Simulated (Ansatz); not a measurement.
# C₄H₈F₂O: a ladder of functionals and wavefunction methods

An exercise on one series of results from a longer session: the logs are not shown, and one member is left open.

Method: functionals in def2-TZVPP, the program's frozen cores in correlated methods; program: Ansatz 0.2.0, Gaussian basis.

Plan: LDA (SPW92), PBE-D4, revPBE-D4, BLYP-D4, r2SCAN-D4, B97M-V, PBE0-D4, B3LYP-D4, r2SCANh-D4, r2SCAN0-D4, HSE06-D4, BHLYP-D4, CAM-B3LYP-D4, LC-ωPBE, ωB97X-V, ωB97M-V, B2PLYP, PBE-QIDH; CCSD(T)/def2-SVP; MP2/def2-TZVPP; MP2/def2-QZVPP; RPA on PBE.

**The relaxed structure**

An earlier PBE0-D4 in a triple-zeta def2 set relaxation fixed the geometry.

SMILES `FCCCOCF`, 15 atoms, charge 0, spin multiplicity 1.

Atoms are counted from 1 here; the program's logs count them from 0.

Bond lengths: F1–C2 1.388 Å, C2–C3 1.508 Å, C2–H8 1.093 Å, C2–H9 1.093 Å, C3–C4 1.510 Å, C3–H10 1.094 Å, C3–H11 1.095 Å, C4–O5 1.421 Å, C4–H12 1.098 Å, C4–H13 1.094 Å, O5–C6 1.363 Å, C6–F7 1.383 Å, C6–H14 1.091 Å, C6–H15 1.098 Å. Angles: F1–C2–C3 110.0°, F1–C2–H8 107.6°, F1–C2–H9 107.6°, C3–C2–H8 111.2°, C3–C2–H9 111.1°, H8–C2–H9 109.3°, C2–C3–C4 113.2°, C2–C3–H10 109.4°, C2–C3–H11 108.5°, C4–C3–H10 108.9°, C4–C3–H11 109.4°, H10–C3–H11 107.3°, C3–C4–O5 108.4°, C3–C4–H12 110.4°, C3–C4–H13 110.5°, O5–C4–H12 109.4°, O5–C4–H13 109.9°, H12–C4–H13 108.3° and more.

The first run:

Contents of in.yaml:

```yaml
crystal:
  periodic: [false, false, false]
  atoms:
    - {symbol: F, position_ang: [-2.078797, 0.012639, -1.445104]}
    - {symbol: C, position_ang: [-1.837778, 0.728547, -0.280718]}
    - {symbol: C, position_ang: [-1.182759, -0.161930, 0.744379]}
    - {symbol: C, position_ang: [0.167787, -0.677921, 0.308394]}
    - {symbol: O, position_ang: [1.044547, 0.430342, 0.163390]}
    - {symbol: C, position_ang: [2.231391, 0.134230, -0.437513]}
    - {symbol: F, position_ang: [3.038169, -0.623159, 0.392468]}
    - {symbol: H, position_ang: [-1.194046, 1.572688, -0.540012]}
    - {symbol: H, position_ang: [-2.798868, 1.104638, 0.080387]}
    - {symbol: H, position_ang: [-1.835183, -1.014045, 0.956523]}
    - {symbol: H, position_ang: [-1.072027, 0.403472, 1.675287]}
    - {symbol: H, position_ang: [0.085006, -1.205927, -0.650499]}
    - {symbol: H, position_ang: [0.569353, -1.375141, 1.049977]}
    - {symbol: H, position_ang: [2.748129, 1.075418, -0.633081]}
    - {symbol: H, position_ang: [2.093276, -0.454447, -1.354479]}
basis:
  gaussian: {orbitals: def2-TZVPP}
hamiltonian: {xc: lda}
output: {orbitals: {seedname: orbitals}}
```

Run with:

```
> ansatz run in.yaml --threads 4 --pin off --events-out ev --progress --plain --max-ram 11315MiB
```

Among the steps run: LDA; PBE-D4 (GGA); revPBE-D4 (GGA); BLYP-D4 (GGA); r2SCAN-D4 (meta-GGA); B97M-V (meta-GGA); PBE0-D4 (hybrid); B3LYP-D4 (hybrid); r2SCANh-D4 (hybrid); r2SCAN0-D4 (hybrid); HSE06-D4 (hybrid); BHLYP-D4 (hybrid); CAM-B3LYP-D4 (range-separated); LC-ωPBE (range-separated); ωB97X-V (range-separated); ωB97M-V (range-separated); B2PLYP (double hybrid); PBE-QIDH (double hybrid).

One of the session's tables, all rows but one given; the rest of the session is left out.

It belongs to the step «Orbital energies across the functionals». 

| functional | HOMO (eV) | LUMO (eV) | gap (eV) |
| --- | --- | --- | --- |
| LDA (SPW92) | -7.01 | 0.28 | 7.29 |
| PBE-D4 | -6.86 | 0.49 | 7.35 |
| revPBE-D4 | -6.79 | 0.58 | 7.38 |
| BLYP-D4 | -6.79 | 0.49 | 7.28 |
| r2SCAN-D4 | ? | ? | ? |
| B97M-V | -7.36 | 0.68 | 8.04 |
| PBE0-D4 | -8.47 | 1.35 | 9.82 |
| B3LYP-D4 | -8.24 | 1.00 | 9.24 |
| r2SCANh-D4 | -7.80 | 1.46 | 9.26 |
| r2SCAN0-D4 | -8.71 | 1.84 | 10.55 |
| HSE06-D4 | -8.06 | 0.98 | 9.04 |
| BHLYP-D4 | -10.06 | 1.96 | 12.03 |
| CAM-B3LYP-D4 | -9.96 | 2.12 | 12.08 |
| LC-ωPBE | -11.27 | 3.45 | 14.71 |
| ωB97X-V | -10.96 | 3.25 | 14.20 |
| ωB97M-V | -10.89 | 2.80 | 13.69 |

Estimate the missing values for r2SCAN-D4.

Worked estimate for «HOMO (eV)». Against the share of exact exchange, r2SCANh-D4 (0.1, -7.80), r2SCAN0-D4 (0.25, -8.71) give a slope of -6.07 per unit share; at 0 the line stands at -7.19.

The run gave: HOMO (eV): -7.19; LUMO (eV): 1.18; gap (eV): 8.37. In «HOMO (eV)» the line misses by 0.00.
